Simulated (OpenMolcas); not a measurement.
**W²⁺ among point charges: CASSCF levels and susceptibility**

Aim: the splitting of the states of W²⁺ in the field of 6 point charges, its lowest levels with spin-orbit coupling and its magnetic susceptibility.

Method: state-averaged CASSCF, spin-orbit coupling by RASSI with atomic mean-field integrals. Code: OpenMolcas 26.06.

1 further run of the same task is left out (it didn't finish).

### 1 What is computed

| Item | Value |
| --- | --- |
| Species | W²⁺ (tungsten, Z = 74, 72 electrons) |
| Basis | ANO-RCC-VDZP [7s6p4d2f1g], 68 functions |
| Scalar Hamiltonian | DKH2, point nucleus |
| Inactive shells | 1s 2s 2p 3s 3p 3d 4s 4p 4d 4f 5s 5p |
| Active space | 4 electrons in 5 orbitals (5d) |
| Some configurations of this space | 5d⁴ |
| Orbitals | optimised for each spin and parity, averaged over all roots |

The outer shells:

5d4
```
5d [↑ ][↑ ][↑ ][↑ ][  ]
```

The ion sits among 6 point charges of -1.5 e arranged as a tetragonal octahedron (D4h), 1.98 Å from the ion, with the axial distance 2.059 Å. The active orbitals were held to one l.

Each step is its own input file, run in one work folder so that later steps find the files of earlier ones. Labels, J, g values, rates, χT and fits are worked out afterwards by a script from the matrices that RASSI stores. The input lists half of the charges; inversion (Group=XYZ) makes the rest.

### 2 Basis and integrals

The input, a.inp:

```
&GATEWAY
Coord
1

W 0.0 0.0 0.0
Basis=ANO-RCC-VDZP
Group=XYZ
NoMove
AngMom=0.0 0.0 0.0
AMFI
XField
3 Angstrom 0
1.980000 0.000000 0.000000 -1.500000
0.000000 1.980000 0.000000 -1.500000
0.000000 0.000000 2.059200 -1.500000
&SEWARD
```

Started as:

```console
$ OMP_NUM_THREADS=1 MOLCAS_MEM=1689 MOLCAS_PROJECT=a pymolcas a.inp > a.log
```

The program printed:

```text
Basis set label: W.ANO-RCC...7S6P4D2F1G.

      Electronic valence basis set:
      ------------------
      Associated Effective Charge  74.000000 au
      Associated Actual Charge     74.000000 au
      Nuclear Model: Point charge

      Shell  nPrim  nBasis  Cartesian Spherical Contaminant
         s      24       7        X
         p      21       6        X
         d      15       4                 X
         f      11       2                 X
         g       4       1                 X
                  Relativistic Douglas-Kroll-Hess integrals:
                    - DKH order of Hamiltonian: 2
                    - DKH order of Properties : 0
                  Atomic mean-field integrals
```

### 3 CASSCF: quintets of even parity, 5 roots

The input, a.inp:

```
&RASSCF
FileOrb=start.orb
Symmetry=1
Spin=5
nActEl=4 0 0
Inactive=15 19
Ras2=5 0
CIRoot=5 5 1
SDav=5
CIMx=300
Iter=120 100
PrWF=0.3
OrbListing=Nothing
MaxOrb=0
SupSym
1
20 4 5 6 7 8 10 11 12 13 14 16 17 18 19 20 23 24 25 26 27
0
>>> COPY $Project.JobIph JOB001
```

Started as:

```console
$ OMP_NUM_THREADS=1 MOLCAS_MEM=1689 MOLCAS_PROJECT=a pymolcas a.inp > a.log
```

start.orb holds the contracted functions of the basis, ordered by shell, or the orbitals of the step before.

The program printed, cut to the lines that bear on the results:

```text
[...]
      Number of active orbitals                  5
[...]
      Spin quantum number                      2.0
[...]
      Active orbitals                            5   0
[...]
      Number of CSFs                             5
      Number of root(s) required                 5
[...]
      Convergence after  9 iterations
[...]
      Natural orbitals and occupation numbers for root  1
      sym 1:   1.000000   1.000000   1.000000   1.000000  -0.000000
      Natural orbitals and occupation numbers for root  2
      sym 1:   1.000000   1.000000   0.000000   1.000000   1.000000
      Natural orbitals and occupation numbers for root  3
      sym 1:  -0.000000   1.000000   1.000000   1.000000   1.000000
::    RASSCF root number  1 Total energy: -16131.45085892
::    RASSCF root number  2 Total energy: -16131.43622016
::    RASSCF root number  3 Total energy: -16131.36396844
::    RASSCF root number  4 Total energy: -16131.35778158
::    RASSCF root number  5 Total energy: -16131.35778158
```

### 4 Reference wave functions, triplets of even parity, 45 roots

The input, a.inp:

```
&RASSCF
FileOrb=start.orb
Symmetry=1
Spin=3
nActEl=4 0 0
Inactive=15 19
Ras2=5 0
CIRoot=45 45 1
SDav=45
CIMx=300
Iter=120 100
PrWF=0.3
OrbListing=Nothing
MaxOrb=0
SupSym
1
20 4 5 6 7 8 10 11 12 13 14 16 17 18 19 20 23 24 25 26 27
0
>>> COPY $Project.JobIph JOB002
```

The program printed, cut to the lines that bear on the results:

```text
[...]
      Number of active orbitals                  5
[...]
      Spin quantum number                      1.0
[...]
      Active orbitals                            5   0
[...]
      Number of CSFs                            45
      Number of root(s) required                45
[...]
      Convergence after  8 iterations
[...]
      Natural orbitals and occupation numbers for root  1
      sym 1:   1.002873   1.972893   0.009756   0.997110   0.017368
      Natural orbitals and occupation numbers for root  2
      sym 1:   1.002873   0.997110   0.017368   1.972893   0.009756
      Natural orbitals and occupation numbers for root  3
      sym 1:   1.961808   0.999999   0.028810   0.999999   0.009383
::    RASSCF root number  1 Total energy: -16131.45674501
::    RASSCF root number  2 Total energy: -16131.45674501
::    RASSCF root number  3 Total energy: -16131.45099053
[...]
::    RASSCF root number 27 Total energy: -16131.28796937
::    RASSCF root number 28 Total energy: -16131.28680150
::    RASSCF root number 29 Total energy: -16131.27914461
::    RASSCF root number 30 Total energy: -16131.27397999
```

### 5 CASSCF: singlets of even parity, 50 roots

The input, a.inp:

```
&RASSCF
FileOrb=start.orb
Symmetry=1
Spin=1
nActEl=4 0 0
Inactive=15 19
Ras2=5 0
CIRoot=50 50 1
SDav=50
CIMx=300
Iter=120 100
PrWF=0.3
OrbListing=Nothing
MaxOrb=0
SupSym
1
20 4 5 6 7 8 10 11 12 13 14 16 17 18 19 20 23 24 25 26 27
0
>>> COPY $Project.JobIph JOB003
```

The program printed, cut to the lines that bear on the results:

```text
[...]
      Number of active orbitals                  5
[...]
      Spin quantum number                      0.0
[...]
      Active orbitals                            5   0
[...]
      Number of CSFs                            50
      Number of root(s) required                50
[...]
      Convergence after  8 iterations
[...]
      Natural orbitals and occupation numbers for root  1
      sym 1:   0.040261   1.950836   0.009084   0.988809   1.011011
      Natural orbitals and occupation numbers for root  2
      sym 1:   0.009084   0.988809   0.040261   1.950836   1.011011
      Natural orbitals and occupation numbers for root  3
      sym 1:   0.019828   1.728075   0.041643   1.728075   0.482380
::    RASSCF root number  1 Total energy: -16131.42362114
::    RASSCF root number  2 Total energy: -16131.42362114
::    RASSCF root number  3 Total energy: -16131.42184990
[...]
::    RASSCF root number 27 Total energy: -16131.25797148
::    RASSCF root number 28 Total energy: -16131.25600873
::    RASSCF root number 29 Total energy: -16131.23755556
::    RASSCF root number 30 Total energy: -16131.23755556
```

### 6 RASSI: spin-orbit coupling between the states

The input, a.inp:

```
&RASSI
NrOfJobIphs=3 5 45 50
1 2 3 4 5
1 2 3 4 5 6 7 8 9 10 11 12 13 14 15 16 17 18 19 20 21 22 23 24 25 26 27
28 29 30 31 32 33 34 35 36 37 38 39 40 41 42 43 44 45
1 2 3 4 5 6 7 8 9 10 11 12 13 14 15 16 17 18 19 20 21 22 23 24 25 26 27
28 29 30 31 32 33 34 35 36 37 38 39 40 41 42 43 44 45 46 47 48 49 50
IphNames
JOB001
JOB002
JOB003
EJob
SpinOrbit
DIPRint=1.0
SOCoupling=1000.0
Subsets=2
Property=9
'ANGMOM' 1 'ANGMOM' 2 'ANGMOM' 3 'MLTPL  1' 1 'MLTPL  1' 2 'MLTPL  1' 3
'AMFI' 1 'AMFI' 2 'AMFI' 3
SOProperty=3
'ANGMOM' 1 'ANGMOM' 2 'ANGMOM' 3
```

Started as:

```console
$ OMP_NUM_THREADS=1 MOLCAS_MEM=1689 MOLCAS_PROJECT=a pymolcas a.inp > a.log
```

The program printed, cut to the lines that bear on the results:

```text
SPIN-FREE ENERGIES:
  (Shifted by EMIN (a.u.) =     -16131.4567450077)
 SF State       Relative EMIN(au)   Rel lowest level(eV)    D:o, cm**(-1)      L_eff
     6             0.0000000000        0.0000000000              0.0000         3.8
     7             0.0000000000        0.0000000000              0.0000         3.8
     8             0.0057544735        0.1565872003           1262.9609         3.8
     1             0.0058860843        0.1601685132           1291.8462         2.0
     2             0.0205248500        0.5585096202           4504.6839         2.0
    51             0.0331238643        0.9013462641           7269.8479         4.6
    52             0.0331238643        0.9013462641           7269.8479         4.6
    53             0.0348951108        0.9495443368           7658.5916         4.7
    54             0.0383441397        1.0433971958           8415.5659         4.6
    55             0.0428466614        1.1659170538           9403.7552         4.8
[...]
Eigenvalues of complex Hamiltonian:
   -----------------------------------
  (Shifted by EMIN (a.u.) =     -16131.4567450077)
 SO State       Relative EMIN(au)   Rel lowest level(eV)    D:o, cm**(-1)     J-value
     1            -0.0237700276        0.0000000000              0.0000         2.7
     2            -0.0167990997        0.1896886112           1529.9418         2.6
     3            -0.0132046942        0.2874973663           2318.8226         2.9
     4            -0.0132046942        0.2874973683           2318.8227         2.9
     5            -0.0067825776        0.4622520637           3728.3143         2.8
     6            -0.0034331196        0.5533954573           4463.4354         3.3
     7            -0.0032782852        0.5576087164           4497.4176         2.5
     8            -0.0021948138        0.5870914745           4735.2121         2.7
     9            -0.0021948139        0.5870914724           4735.2121         2.7
    10             0.0072504054        0.8441089837           6808.1981         2.6
    11             0.0083871784        0.8750421515           7057.6909         2.6
[...]
```

These steps took 25 s in all on 1 thread of Arm Neoverse V1, shared host.

Spin-free states, with their symmetry labels:

| state | degeneracy | E (cm-1) | free-ion L (%) |
| --- | --- | --- | --- |
| 3E | 2 | 0 | H (38) |
| 3A2 | 1 | 1263 | H (39) |
| 5B1 | 1 | 1292 | D (100) |
| 5A1 | 1 | 4505 | D (100) |
| 1E | 2 | 7270 | G (50) |
| 1A1 | 1 | 7659 | I (54) |
| 1B2 | 1 | 8416 | G (53) |
| 1B1 | 1 | 9404 | I (56) |
| 1A1 | 1 | 15242 | G (43) |
| 3B1 | 1 | 15334 | H (78) |
| 3A2 | 1 | 15541 | H (43) |
| 3A1 | 1 | 16588 | H (61) |
| 3E | 2 | 16620 | F (38) |
| 3E | 2 | 17241 | H (43) |
| 3B2 | 1 | 17934 | F (57) |
| 3B1 | 1 | 18929 | F (74) |
| 3A1 | 1 | 19177 | G (74) |
| 5B2 | 1 | 20362 | D (100) |
| 5E | 2 | 21720 | D (100) |
| 3B1 | 1 | 21913 | D (44) |
| 1E | 2 | 22612 | I (60) |
| 1B1 | 1 | 22864 | I (81) |
| 3A1 | 1 | 22875 | G (52) |
| 1B2 | 1 | 24290 | I (60) |

With spin-orbit coupling:

```tsv
E (cm-1)	Degeneracy	Label	2S+1	g
0.0	1	A1	3	
1530	1	A2	3	
2319	2	E	3	0.00 0.00 0.94
3728	1	B1	3	
4463	1	B2	3	
4497	1	A1	3	
4735	2	E	3	0.00 0.00 1.70
6808	1	B1	5	
7058	2	E	5	0.00 0.00 2.92
7554	1	A1	5	
7674	1	A2	5	
9516	1	B2	5	
9601	1	B1	5	
10101	2	E	5	0.00 0.00 3.10
10181	1	A1	5	
11435	2	E	1	0.00 0.00 1.22
11821	1	A1	1	
12343	1	B2	1	
13275	1	B1	1	
17723	1	A1	3	
18875	2	E	3	0.00 0.00 1.78
19527	1	A2	3	
19608	2	E	3	0.00 0.00 1.51
19844	1	A2	3
```

The table of states holds 24 of 76 computed; the rest, higher up, is left out. Principal g values are given for doublets only; a zero marks a field direction without first-order Zeeman splitting.

Powder χT (cm³ K/mol): 0.00 at 2 K, 0.01 at 5 K, 0.01 at 10 K, 0.03 at 20 K, 0.07 at 50 K, 0.13 at 100 K, 0.20 at 150 K, 0.26 at 200 K, 0.33 at 250 K, 0.39 at 300 K.

### 7 Outcome

| quantity | value |
| --- | --- |
| method | CASSCF |
| spin-free ground state | 3E, 2-fold in its orbital part |
| first state of the same spin within the active space | 3A2 at 1260 cm⁻¹ |
| lowest level | 1-fold A1 |
| next level | 1529.9 cm⁻¹ |
| χT at 300 K | 0.39 cm³ K/mol |
| effective moment at 300 K | 1.77 μB |

What this shows: The spin-free ground state (3E) comes to 38 % from free-ion H terms and has less than the highest spin computed. χT at 300 K is 0.39, against 1.00 cm³ K/mol for the spin alone, so spin-orbit coupling lowers it. The field of point charges can differ much from that of real complexes. With metal d orbitals alone active, the gaps between spin states are rough; where two lie within a few thousand cm-1, their order is open. This is an electrostatic model: the charges have no orbitals.
